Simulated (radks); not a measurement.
# Ge⁻ inside a hard spherical wall

Aim: energy, levels and pressure of Ge⁻ as a wall, at which all orbitals vanish, closes in. The configuration stays [Ar] 3d10 4s2 4p3.

The numbers are computed with radks (a radial shooting solver on a logarithmic mesh, Libxc functionals) version 1 (scalar-relativistic Kohn-Sham, PBE, spin-polarised, spherical densities, point nucleus; open shells are filled with parallel spins first), except any that are marked as measured or tabulated.

## Step 1: What is computed

| Property | Result |
| --- | --- |
| element | germanium (Z = 32) |
| charge | -1 |
| electrons | 33 |
| configuration | [Ar] 3d10 4s2 4p3 |

Outer shells as boxes (Hund's rule):

Ge⁻
```
[Ar] core
3d [↑↓][↑↓][↑↓][↑↓][↑↓]
4s [↑↓]
4p [↑ ][↑ ][↑ ]
```

## Step 2: Wall at 20 bohr

Settings of this run:

```text
Z 32
configuration [Ar] 3d10 4s2 4p3 5s0 4d0 5p0
relativity scalar-relativistic
functional pbe,pbe
spin polarised
nucleus point
wall 20 bohr
c 137.035999084
```

On the command line:

```sh
python run_ks.py task.json out
```

This one command runs every case of the session in turn.

## Step 3: Wall at 12 bohr

Settings, as their differences from step 2:

```diff
@@ -6,3 +6,3 @@
 nucleus point
-wall 20 bohr
+wall 12 bohr
 c 137.035999084
```

## Step 4: Wall at 10 bohr

Settings, as their differences from step 3:

```diff
@@ -6,3 +6,3 @@
 nucleus point
-wall 12 bohr
+wall 10 bohr
 c 137.035999084
```

## Step 5: Wall at 7 bohr

Settings, as their differences from step 4:

```diff
@@ -6,3 +6,3 @@
 nucleus point
-wall 10 bohr
+wall 7 bohr
 c 137.035999084
```

## Step 6: Wall at 6 bohr

Settings, as their differences from step 5:

```diff
@@ -6,3 +6,3 @@
 nucleus point
-wall 7 bohr
+wall 6 bohr
 c 137.035999084
```

## Step 7: Wall at 5 bohr

Settings, as their differences from step 6:

```diff
@@ -6,3 +6,3 @@
 nucleus point
-wall 6 bohr
+wall 5 bohr
 c 137.035999084
```

## Step 8: Wall at 3.5 bohr

Settings, as their differences from step 7:

```diff
@@ -6,3 +6,3 @@
 nucleus point
-wall 5 bohr
+wall 3.5 bohr
 c 137.035999084
```

## Step 9: Wall at 2 bohr

Settings, as their differences from step 8:

```diff
@@ -6,3 +6,3 @@
 nucleus point
-wall 3.5 bohr
+wall 2 bohr
 c 137.035999084
```

## Step 10: Wall at 1.5 bohr

Settings, as their differences from step 9:

```diff
@@ -6,3 +6,3 @@
 nucleus point
-wall 2 bohr
+wall 1.5 bohr
 c 137.035999084
```

**Question.** What will these runs give? Wanted: for each run, R; E − E(widest); ε(4p); ε(5s, empty); ε(5p, empty); ε(4d, empty); pressure.

As calculated:

```csv
R (bohr),E − E(widest) (eV),ε(4p) (eV),"ε(5s, empty) (eV)","ε(5p, empty) (eV)","ε(4d, empty) (eV)",pressure (GPa)
20,0.000,1.077,1.926,2.225,2.532,0.000265
12,0.063,1.330,3.264,4.457,4.777,0.0183
10,0.177,1.583,4.226,6.061,5.992,0.0839
7,1.178,2.831,8.472,12.338,9.638,1.52
6,2.574,4.012,12.369,17.481,12.226,5.13
5,6.308,6.408,20.165,27.067,16.794,20.9
3.5,32.291,17.441,55.072,66.630,34.741,281
2,319.47,92.008,263.23,283.04,128.91,13513
1.5,973.76,223.36,578.45,594.37,263.95,94555
```

**Reading.** Eigenvalues are for spin up. At the tightest wall, 1.5 bohr, the energy stands 973.76 eV above the widest wall (20 bohr) and the pressure, −dE/dV, is 94555 GPa. Of the levels in the table that exist at both ends, 5p (empty) rises most from the widest wall (20 bohr) (592.15 eV). From R = 20 bohr inwards the highest occupied level lies above zero, in an anion first from self-interaction, then from the wall. Shells are not refilled when levels cross, and a hard wall is a model, not a crystal.
